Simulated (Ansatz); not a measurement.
Debugging a single point in a Gaussian basis of CF2I, SMILES F[C](F)I (Ansatz 0.2.0, Python API).

The script, `run_energy.py`:
```python
import ansatz as az

GEOMETRY = """
F     1.24180    0.17010    0.77110
C     0.07370   -0.12520    0.07970
F    -0.38140   -1.40080    0.06980
I    -0.87860    1.29560   -0.94100
"""


def main() -> None:
    mol = az.Crystal.molecule()
    for line in GEOMETRY.strip().splitlines():
        symbol, *xyz = line.split()
        mol = mol.atom(symbol, [float(v) for v in xyz])

    base = (
        mol.calculation()
        .basis(gaussian="def2-TZVPX")
        .functional("pbe0")
        .spin("collinear", total=1)
    )
    print(base.to_yaml())
    outcome = base.run(threads=1)
    rep = outcome.report

    print(f"E = {rep['free_energy_ev']:.6f} eV = {rep['free_energy_ev'] / 27.211386246:.7f} Ha")
    print("converged:", rep["converged"], " doubts:", rep["published_state_doubts"] or "none")


if __name__ == "__main__":
    main()
```

```console
$ python run_energy.py
crystal:
  periodic: [false, false, false]
  atoms:
    - { symbol: F, position_ang: [1.2418, 0.1701, 0.7711] }
    - { symbol: C, position_ang: [0.0737, -0.1252, 0.0797] }
    - { symbol: F, position_ang: [-0.3814, -1.4008, 0.0698] }
    - { symbol: I, position_ang: [-0.8786, 1.2956, -0.941] }
basis:
  gaussian:
    orbitals: def2-TZVPX
hamiltonian:
  xc: pbe0
magnetization:
  spin_polarized: true
  initial_magnetization: 1.0

Traceback (most recent call last):
  File "run_energy.py", line 32, in <module>
    main()
    ~~~~^^
  File "run_energy.py", line 24, in main
    outcome = base.run(threads=1)
  ...
ansatz.GaussianBasisError: pseudopotentials/gaussian/def2-tzvpx.bse can't be read: No such file or directory (os error 2)
$ echo $?
1
```
(Library frames cut from the traceback.)

What is wrong, and how is it mended?

The fault: the library has no basis set of that name. The correction:

```diff
--- before
+++ after
@@ -18,3 +18,3 @@
         mol.calculation()
-        .basis(gaussian="def2-TZVPX")
+        .basis(gaussian="def2-TZVP")
         .functional("pbe0")
```

The mended script runs so:

```console
$ python run_energy.py
crystal:
  periodic: [false, false, false]
  atoms:
    - { symbol: F, position_ang: [1.2418, 0.1701, 0.7711] }
    - { symbol: C, position_ang: [0.0737, -0.1252, 0.0797] }
    - { symbol: F, position_ang: [-0.3814, -1.4008, 0.0698] }
    - { symbol: I, position_ang: [-0.8786, 1.2956, -0.941] }
basis:
  gaussian:
    orbitals: def2-TZVP
hamiltonian:
  xc: pbe0
magnetization:
  spin_polarized: true
  initial_magnetization: 1.0

E = -14565.970279 eV = -535.2895346 Ha
converged: True  doubts: none
```

Caveats:
- Total energies depend on the basis set; only differences at equal settings carry meaning.
- The geometry is a force-field or estimated start, not a minimum of this method, and the basis set is short of its limit.
- def2 sets replace the cores of elements past krypton by effective core potentials.
- The run takes the species as open-shell (spin multiplicity 2), which needn't be its ground state.
- Finished in 6.7 s on 1 thread of Arm Neoverse V1, on a shared host, peak memory 0.39 GiB.
